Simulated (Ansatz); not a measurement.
## CSSe, SMILES S=C=[Se]: the energy of protonation at one site, step by step

Computed with Ansatz's Python interface.

Contents of `csse.xyz`:
```text
3

S     1.26540   -1.12370    0.55200
C     0.05730   -0.07870    0.03480
Se   -1.33370    1.13760   -0.60000
```

The cells in order, each with its output:

In [1]:
```python
import ansatz as az
import numpy as np
```

In [2]:
```python
BASIS_SET = "def2-SVP"
LEVEL = "mp2"
CHARGE = 1
FORCE_TOL = 0.01
```

In [3]:
```python
geometry = az.Crystal.molecule_from_extxyz("csse.xyz")
```

In [4]:
```python
base = (
    geometry.calculation()
    .basis(gaussian=BASIS_SET)
    .correlation(LEVEL)
    .accuracy("medium")
    .scf(lower_state_search="standard")
)
symbols = [site.symbol for site in geometry.cartesian_sites]
start = np.array([site.position_ang for site in geometry.cartesian_sites], dtype=float)
rep = base.relax(force_tolerance=0.01, max_steps=100).run(threads=1).report
end = np.array(rep["positions_ang"])
```

In [5]:
```python
# put the proton on the side away from the neighbours, slightly off axis
away = sum((end[0] - end[j]) / np.linalg.norm(end[0] - end[j]) for j in [1]) + np.array([0.15, 0.1, -0.2])
proton = end[0] + 1.4 * away / np.linalg.norm(away)
acid = az.Crystal.molecule()
for symbol, place in zip(symbols, end):
    acid = acid.atom(symbol, place.tolist())
acid = acid.atom("H", proton.tolist())
protonated = (
    acid.calculation()
    .basis(gaussian=BASIS_SET)
    .correlation(LEVEL)
    .accuracy("medium")
    .scf(lower_state_search="standard")
    .charge(CHARGE)
    .relax(force_tolerance=FORCE_TOL, max_steps=80)
)
after = protonated.run(threads=1).report
xyz = np.array(after["positions_ang"])
reach = np.linalg.norm(xyz[:-1] - xyz[-1], axis=1)
print(f"base {rep['free_energy_ev']:.5f} eV, protonated {after['free_energy_ev']:.5f} eV")
print(f"the proton ends {reach.min():.3f} A from {symbols[reach.argmin()]}{reach.argmin()}")
print(f"electronic proton affinity {96.485332 * (rep['free_energy_ev'] - after['free_energy_ev']):.1f} kJ/mol")
```
```text
base -77151.45930 eV, protonated -77158.74583 eV
the proton ends 1.355 A from S0
electronic proton affinity 703.0 kJ/mol
```

Caveats:
- The settings weren't tested for convergence.
- The proton is put on one chosen atom, which needn't be the most basic site, so the molecule's proton affinity can be higher; the ends are stationary points, not checked by frequencies, and zero-point and thermal terms count only where printed.
- Run time: 29 s on 1 thread of Arm Neoverse V1, with other jobs on the host, peak memory 0.22 GiB.
